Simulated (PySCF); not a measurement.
**WH₃⁺: singlet, from a trigonal planar start**

Aim: relax WH₃⁺ as a singlet from a trigonal planar start, check by its vibrations whether the end is a minimum, and collect its spectrum and constants.

Computed with PySCF 2.14.0. Level: PBE0, basis W def2-TZVP with ECP60, H def2-TZVP, scalar-relativistic core potentials, no spin–orbit coupling, density fitting.

## (1) The starting structure

4 atoms, charge 1, spin multiplicity 1.

Bond lengths: W1–H2 1.656 Å, W1–H3 1.656 Å, W1–H4 1.656 Å. Angles: H2–W1–H3 120.0°, H2–W1–H4 120.0°, H3–W1–H4 120.0°.

```xyz
4
charge 1 multiplicity 1
W     0.0000    0.0000    0.0000
H     1.6562    0.0000    0.0000
H    -0.8281    1.4343    0.0000
H    -0.8281   -1.4343    0.0000
```

## (2) Relaxation: trigonal planar start, singlet

The steps below are one call of a driver around PySCF. For each, scf.py gives the equivalent set-up of the SCF; relaxations use the driver's own optimiser. Before each start the driver seeks the lowest SCF state from one or more starting densities and follows internal instabilities, so scf.py alone need not reach the same state.

The program finds D3h symmetry in the start, which this walk keeps. Threshold on the gradient: 0.0003 Eh/bohr, with a further test on the energy change.

Input file scf.py:

```python
from pyscf import gto, scf, dft
mol = gto.M(atom='''
W     -0.000000     0.000000     0.000000
H      1.656193     0.000006    -0.000000
H     -0.828102     1.434303     0.000000
H     -0.828092    -1.434308    -0.000000''',
    basis={'W': 'def2-TZVP', 'H': 'def2-TZVP'},
    ecp={'W': 'def2-TZVP'},
    charge=1, spin=0)
mf = dft.RKS(mol, xc='PBE0')
mf.grids.atom_grid = (50, 194)
aux = {'W': 'def2-universal-JKFIT', 'H': 'def2-universal-JKFIT'}
mf = mf.density_fit(auxbasis=aux)
mf.kernel()
```

Energy and gradient, step by step:

```
step  energy (Eh)  change (kJ/mol)  largest symmetric gradient (Eh/bohr)
   0   -68.372713             0.00                               0.00975
   1   -68.373340            -1.65                               0.00453
   2   -68.373521            -2.12                               0.00025
   3   -68.373522            -2.12                               0.00000
```

The walk took 1.5 s on 4 threads, shared host.

After 3 steps and 2.1 kJ/mol it ends at D3h: W–H 1.686 Å (×3); H–W–H 120.0° (×3).

## (3) Frequencies

The point is checked on the finer grid, and tightened if its gradient asks for it. The Hessian and the dipole derivatives come from central differences of analytic gradients, with steps of 0.01 bohr.

scf.py, as its differences from that of step 2:

```diff
@@ -3,4 +3,4 @@
-W     -0.000000     0.000000     0.000000
-H      1.656193     0.000006    -0.000000
-H     -0.828102     1.434303     0.000000
-H     -0.828092    -1.434308    -0.000000''',
+W     -0.000000     0.000000    -0.000000
+H      1.686054     0.000006     0.000000
+H     -0.843032     1.460163    -0.000000
+H     -0.843022    -1.460169    -0.000000''',
@@ -11 +11 @@
-mf.grids.atom_grid = (50, 194)
+mf.grids.atom_grid = (75, 302)
```

This SCF starts from the last density.

SCF at the final geometry:

```text
init E= -68.3735107143665
  HOMO = -0.483711959666587  LUMO = -0.394875953930221  gap/eV = 2.41735
cycle= 1 E= -68.3735107143665  delta_E= 2.84e-14  |g|= 4.62e-07  |ddm|= 8.7e-07
  HOMO = -0.483711783491213  LUMO = -0.394875755452239  gap/eV = 2.41735
Extra cycle  E= -68.3735107143663  delta_E= 2.27e-13  |g|= 6.49e-07  |ddm|= 1.23e-06
converged SCF energy = -68.3735107143663
```

The whole step took 3.5 s.

Geometry: D3h; W–H 1.686 Å (×3); H–W–H 120.0° (×3).

Modes, for the most abundant isotopes:

| symmetry | ω (cm⁻¹) | IR (km/mol) | μ (u) | type |
| --- | --- | --- | --- | --- |
| a2'' | 391i | 66.2 | 1.02 | bend |
| e' | 1053 | 11.8 | 1.02 | bend |
| a1' | 2067 | 0.0 | 1.01 | stretch |
| e' | 2085 | 10.3 | 1.02 | stretch |

With 1 mode imaginary (up to 391i cm⁻¹) this point is a saddle.

Constants and moments:

| Property | Result |
| --- | --- |
| Dipole moment about the centre of mass | 0.00 D |
| Highest occupied level | -13.16 eV |
| Lowest empty level | -10.75 eV |
| Rotational constants | 3.923, 3.923, 1.961 cm⁻¹ |
| Zero-point energy (real modes) | 49.9 kJ/mol |
| Principal polarisabilities | 39.3, 41.0, 41.0 bohr³ |
| Principal traceless quadrupole moments about the centre of mass | -3.16, 1.58, 1.58 D Å |

Populations by atom (charges in e):

| atom | Mulliken | Löwdin | polar tensor | Mayer order to W1 |
| --- | --- | --- | --- | --- |
| W1 | 0.84 | 1.03 | 1.26 | – |
| H2,3,4 | 0.05 | -0.01 | -0.09 | 1.01 |

Outer orbital energies (eV). occupied: -90.55, -53.39, -53.39, -53.02, -18.01, -16.86, -16.86, -13.16; empty: -10.75, -10.75, -9.13, -9.13.

Mulliken populations on W1 (outside its core potential): s 3.18, p 6.23, d 3.72, f 0.02.

## (4) Leaving the saddle point

The atoms are moved a little along the softest imaginary mode and relaxed again.

The program finds C3v symmetry in the start, which this walk keeps.

scf.py, as its differences from that of step 3:

```diff
@@ -3,4 +3,4 @@
-W     -0.000000     0.000000    -0.000000
-H      1.686054     0.000006     0.000000
-H     -0.843032     1.460163    -0.000000
-H     -0.843022    -1.460169    -0.000000''',
+W     -0.000000     0.000000     0.001972
+H      1.686054     0.000006    -0.120000
+H     -0.843032     1.460163    -0.120000
+H     -0.843022    -1.460169    -0.120000''',
@@ -11 +11 @@
-mf.grids.atom_grid = (75, 302)
+mf.grids.atom_grid = (50, 194)
```

Energy and gradient, step by step:

| step | energy (Eh) | change (kJ/mol) | largest symmetric gradient (Eh/bohr) |
| --- | --- | --- | --- |
| 0 | -68.373930 | 0.00 | 0.00321 |
| 1 | -68.375692 | -4.63 | 0.00599 |
| 2 | -68.375812 | -4.94 | 0.00976 |
| 3 | -68.376409 | -6.51 | 0.00530 |
| 4 | -68.376827 | -7.61 | 0.00129 |
| 5 | -68.376918 | -7.84 | 0.00055 |
| 6 | -68.376925 | -7.86 | 0.00008 |
| 7 | -68.376925 | -7.86 | 0.00000 |

The walk took 3.5 s.

End point (C3v, 7 steps, 7.9 kJ/mol gained): W–H 1.682 Å (×3); H–W–H 110.9° (×3).

## (5) Vibrations and properties at this point

As before: finer grid, then central differences.

scf.py, as its differences from that of step 4:

```diff
@@ -3,4 +3,4 @@
-W     -0.000000     0.000000     0.001972
-H      1.686054     0.000006    -0.120000
-H     -0.843032     1.460163    -0.120000
-H     -0.843022    -1.460169    -0.120000''',
+W     -0.000000    -0.000000     0.008407
+H      1.599853     0.000005    -0.511467
+H     -0.799931     1.385511    -0.511467
+H     -0.799922    -1.385516    -0.511467''',
@@ -11 +11 @@
-mf.grids.atom_grid = (50, 194)
+mf.grids.atom_grid = (75, 302)
```

Log of the central SCF (cycles and frontier levels):

```text
init E= -68.3769231270863
  HOMO = -0.471171375044683  LUMO = -0.388136422942682  gap/eV = 2.25950
cycle= 1 E= -68.3769231266206  delta_E= 4.66e-10  |g|= 6.09e-05  |ddm|= 0.000115
  HOMO = -0.471194345130225  LUMO = -0.388160609407346  gap/eV = 2.25946
cycle= 2 E= -68.3769231255666  delta_E= 1.05e-09  |g|= 8.76e-05  |ddm|= 0.000162
  HOMO = -0.471180946694882  LUMO = -0.388146423432564  gap/eV = 2.25948
cycle= 3 E= -68.3769231277736  delta_E= -2.21e-09  |g|= 3.5e-06  |ddm|= 9.5e-05
  HOMO = -0.471180866324925  LUMO = -0.388146275935941  gap/eV = 2.25949
cycle= 4 E= -68.3769231278129  delta_E= -3.93e-11  |g|= 3.26e-06  |ddm|= 1.42e-05
  HOMO = -0.471180885233947  LUMO = -0.388146201570791  gap/eV = 2.25949
Extra cycle  E= -68.3769231278801  delta_E= -6.72e-11  |g|= 3.2e-06  |ddm|= 2.48e-05
converged SCF energy = -68.3769231278801
```

The whole step took 4.5 s.

Geometry: C3v; W–H 1.682 Å (×3); H–W–H 110.9° (×3).

Modes, for the most abundant isotopes:

```tsv
symmetry	ω (cm⁻¹)	IR (km/mol)
e	210	295
a1	386	54.9
e	2046	1.9
a1	2099	0.4
```

All wavenumbers are real: a minimum.

Constants and moments:

```yaml
Dipole_moment_about_the_centre_of_mass: 1.06 D
Highest_occupied_level: -12.82 eV
Lowest_empty_level: -10.56 eV
Rotational_constants: 3.607, 3.607, 2.178 cm⁻¹
Zero-point_energy: 41.9 kJ/mol
Principal_polarisabilities: 40.5, 40.6, 40.9 bohr³
Principal_traceless_quadrupole_moments_about_the_centre_of_mass: -3.72, 1.86, 1.86 D Å
Entropy_at_298.15_K_and_1_bar: 256.2 J/(mol K)
Heat_capacity_Cp_at_298.15_K: 54.9 J/(mol K)
Enthalpy_at_298.15_K_above_0_K: 13.63 kJ/mol
Rotational_symmetry_number: 3
```

Charges (e) and bond orders:

```tsv
atom	Mulliken	Löwdin	polar tensor	Mayer order to W1
W1	0.86	1.01	1.39	–
H2,3,4	0.05	0.00	-0.13	1.01
```

Mulliken populations on W1 (outside its core potential): s 3.08, p 6.20, d 3.84, f 0.02.

## (6) Would spin polarisation lower it?

At the lowest minimum the closed shell is tested against spin polarisation, on the (50, 194) grid. It is unstable: an open-shell solution lies lower. That solution was not followed to a minimum here.

## (7) The points found, side by side

| spin | group | bonds | imaginary modes (cm⁻¹) | ΔE (kJ/mol) | with zero-point energy |
| --- | --- | --- | --- | --- | --- |
| singlet | C3v | W–H 1.682 Å (×3) | none | 0.0 | 0.0 |
| singlet | D3h | W–H 1.686 Å (×3) | 391i | 9.0 | – |

## (8) Summary of results

| quantity | value |
| --- | --- |
| minimum | singlet, C3v (closed shell, unstable towards spin polarisation) |
| geometry | W–H 1.682 Å (×3); H–W–H 110.9° (×3) |
| wavenumbers (cm⁻¹) | 210 (e), 386 (a1), 2046 (e), 2099 (a1) |
| dipole moment (centre of mass) | 1.06 D |
| highest occupied, lowest empty level | -12.82, -10.56 eV |
| polar-tensor charge of W1 | +1.39 e |
| zero-point energy | 41.9 kJ/mol |

**Reading.** The trigonal planar start (D3h) ends in a minimum of C3v symmetry, after a stop at a saddle point 9.0 kJ/mol higher, from which it was pushed off along an imaginary mode. In the infrared the band at 210 cm⁻¹ (e, bend) leads. Other starts or spin states, not run here, may lie lower. A stability analysis at the minimum finds the closed shell unstable towards spin polarisation: an open-shell solution lies lower, and these values are not those of the lowest state. Spin–orbit coupling, left out here, can matter for elements this heavy.

The search up to here took 15 s on 4 threads, shared host.
